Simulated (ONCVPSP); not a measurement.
# Helium: generating and testing an ONCV potential

Task: generate the file, and judge it by its errors in other configurations, its logarithmic derivatives, its ghosts and its cutoff.

Program: ONCVPSP 4.0.1. Reference atom: PW91, scalar-relativistic, spherical and spin-unpolarised. All values are calculated.

## (1) Settings

The settings as typed:

| Item | Value |
| --- | --- |
| element | helium (He, Z = 2) |
| type | optimised norm-conserving Vanderbilt (ONCV) |
| frozen core | none |
| valence charge | 2 |
| reference configuration | 1s1 (charge +1) |
| partial waves | 1s: rc 0.45 bohr, ncon 4, nbas 7, qcut 13.3 1/bohr, 3 projectors, debl 2.1 Ha; p scattering state at 0.04 Ha: rc 0.40 bohr, ncon 4, nbas 8, qcut 16.9 1/bohr, 1 projector |
| local potential | polynomial inside 0.30 bohr (lpopt 5, dvloc0 2 Ha) |
| core correction | not asked for |

The outer shells as boxes (Hund's rule for the drawing; the calculation is spin-unpolarised):

```
1s [↑ ]
```

## (2) The generation run

Input file He.dat:

```
# ATOM AND REFERENCE CONFIGURATION
# atsym  z   nc   nv     iexc    psfile
  He 2.00    0    1  -109134      upf
#
#   n    l    f
    1    0    1.00
#
# PSEUDOPOTENTIAL AND OPTIMIZATION
# lmax
    1
#
#   l,   rc,      ep,       ncon, nbas, qcut
    0    0.45    0.00    4    7   13.30
    1    0.40    0.04    4    8   16.90
#
# LOCAL POTENTIAL
# lloc, lpopt,  rc(5),   dvloc0
    4    5    0.30    2.00
#
# VANDERBILT-KLEINMAN-BYLANDER PROJECTORs
# l, nproj, debl
    0    3    2.10
    1    1    2.30
#
# MODEL CORE CHARGE
# icmod, fcfact, rcfact
    0    0.00    0.00
#
# LOG DERIVATIVE ANALYSIS
# epsh1, epsh2, depsh
   -3.00    5.00    0.02
#
# OUTPUT GRID
# rlmax, drl
    6.00    0.01
#
# TEST CONFIGURATIONS
# ncnf
    2
# nvcnf
#   n    l    f
    1
    1    0    2.00
#
    1
    1    0    1.50
#
```

The run is started by

```sh
$ oncvpsp.x < He.dat > He.out
```

Q: Predict the outcome of this session. Wanted: cutoffs for 1 and 0.1 mHa per electron, occupied waves; bound ghosts; GHOST(+) flags; largest miss of a reference level; largest test error; largest phase difference near zero energy, channels read.

**Answer**, as computed:

```
                                                quantity              value
  cutoffs for 1 and 0.1 mHa per electron, occupied waves  114 Ha and 511 Ha
                                            bound ghosts    s at -170.76 eV
                                          GHOST(+) flags       s at 7789 eV
                       largest miss of a reference level        11 meV (1s)
                            largest test error (AE − PS)  -6.1 meV, for 1s2
largest phase difference near zero energy, channels read          0.000 rad
```

**Reading.** It has a bound ghost (s), a state that the atom doesn't have, and that rules the file out. By total energies transferability is good: the largest error is 6.1 meV on 27.1 eV, for 1s2. Atomic tests can pass in spite of a ghost, since they solve only for the levels asked. By its cutoff, 114 Ha for the looser tolerance, it is very hard. The tighter tolerance needs 511 Ha, and converged work needs a cutoff nearer that. Near zero energy the phases of the channels with partial waves agree within 0.001 rad. The program also flags highly localised states, GHOST(+) (s).
